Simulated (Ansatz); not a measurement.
# BH6NOS: the cost of one run

Method: RKS PBE0-D4/6-31G*, in Ansatz 0.2.0.

## Step 1: The structure to begin with

Bond lengths: N2–H3 1.060 Å, N2–H4 1.060 Å, B1–O5 1.410 Å, O5–H6 1.010 Å, B1–H7 1.190 Å, B1–S8 2.190 Å, S8–H9 1.400 Å, N2–H10 1.150 Å, S8–H10 1.419 Å. Angles: H3–N2–H4 120.0°, H3–N2–H10 101.9°, H4–N2–H10 85.4°, B1–O5–H6 109.5°, O5–B1–H7 120.0°, O5–B1–S8 105.4°, H7–B1–S8 92.8°, B1–S8–H9 109.5°, B1–S8–H10 67.0°, H9–S8–H10 116.0°, N2–H10–S8 138.5°.

As a file:

```xyz
10

B     0.0000    0.0000    0.0000
N     0.0000    0.0000    1.9000
H    -0.8770   -0.2713    2.4300
H     0.8770    0.2713    2.4300
O     1.2211    0.0000   -0.7050
H     1.5209   -0.9519   -0.8599
H    -1.0305    0.0000   -0.5950
S    -0.2739    2.0601    0.6906
H    -1.5750    2.4834    0.3940
H    -0.1503    1.1307    1.7562
```

## Step 2: Pulling towards end A

Springs on the bonds that form and break draw the guess towards this end; the thresholds are loose.

Input file input.yaml:

```yaml
crystal:
  periodic: [false, false, false]
  atoms:
    - { symbol: B, position_ang: [0.0, 0.0, 0.0] }
    - { symbol: "N", position_ang: [0.0, 0.0, 1.9] }
    - { symbol: H, position_ang: [-0.877, -0.2713, 2.43] }
    - { symbol: H, position_ang: [0.877, 0.2713, 2.43] }
    - { symbol: O, position_ang: [1.2211, 0.0, -0.705] }
    - { symbol: H, position_ang: [1.5209, -0.9519, -0.8599] }
    - { symbol: H, position_ang: [-1.0305, 0.0, -0.595] }
    - { symbol: S, position_ang: [-0.2739, 2.0601, 0.6906] }
    - { symbol: H, position_ang: [-1.575, 2.4834, 0.394] }
    - { symbol: H, position_ang: [-0.1503, 1.1307, 1.7562] }
basis:
  gaussian: { orbitals: "6-31G*" }
hamiltonian:
  xc: pbe0
  dispersion: d4
relax:
  f_tol: 0.15
  max_steps: 25
  restrain:
    - { distance: [0, 7], at: 3.09, k: 30.0 }
    - { distance: [9, 1], at: 2.26, k: 30.0 }
    - { distance: [0, 1], at: 1.55, k: 30.0 }
    - { distance: [9, 7], at: 1.4, k: 30.0 }
```

On the command line:

```sh
ansatz run input.yaml --threads 1 --pin off --max-ram 2048MiB --backend cpu --events-out ev --progress --plain --runs-dir out
```

What time and memory should one allow on 1 thread of Arm Neoverse V1, shared host?

About 77 s, with a peak of 0.14 GiB.
